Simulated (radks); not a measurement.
**Nuclear size and the levels of Os**

The task here is to estimate one member of a computed series from the others.

Method: Dirac Kohn-Sham, relativistic LDA (MacDonald-Vosko exchange, VWN5 correlation), spin-unpolarised, spherical densities, finite nucleus; open shells fill j = l - 1/2 first. Code: radks (a radial shooting solver on a logarithmic mesh, Libxc functionals) version 1.

## What is computed

| Item | Value |
| --- | --- |
| element | osmium (Z = 76) |
| charge | 0 |
| electrons | 76 |
| configuration | [Xe] 4f14 5d6 6s2 |
| nuclear rms radius | 5.4126 fm |

Set-up of the first run:

Input:

```text
Z 76
configuration [Xe] 4f14 5d6 6s2 6p0 7s0
relativity Dirac
functional lda_x_rel,vwn5
spin unpolarised
j_filling energy
nucleus finite rms 5.4126 fm
c 137.035999084
```

Steps of the session up to this table: rms radius 5.4126 fm.

One table of the session follows, with a row left open; its other results are not shown here.

It belongs to the step «rms radius 5.4126 fm». Sizes of the orbitals, from the radial functions (bohr):

| level | <r> | outermost maximum (interpolated) | 90 % within | nodes |
| --- | --- | --- | --- | --- |
| 4f7/2 | 0.5605 | 0.407 | 0.916 | 0 |
| 5p3/2 | ? | ? | ? | ? |
| 5d3/2 | 1.778 | 1.34 | 2.82 | 2 |
| 6s1/2 | 2.983 | 2.48 | 4.45 | 5 |
| 5d5/2 | 1.863 | 1.38 | 2.98 | 2 |
| 6p1/2 | 4.156 | 3.24 | 6.44 | 4 |
| 6p3/2 | 4.732 | 3.67 | 7.36 | 4 |
| 7s1/2 | 19.74 | 9.83 | 36.9 | 6 |

Q: Estimate the row for 5p3/2 from the others.

The run gave: <r>: 1.203; outermost maximum (interpolated): 1.06; 90 % within: 1.76; nodes: 3. In the column «<r>» it lies between 4f7/2 (0.5605) and 5d3/2 (1.778).
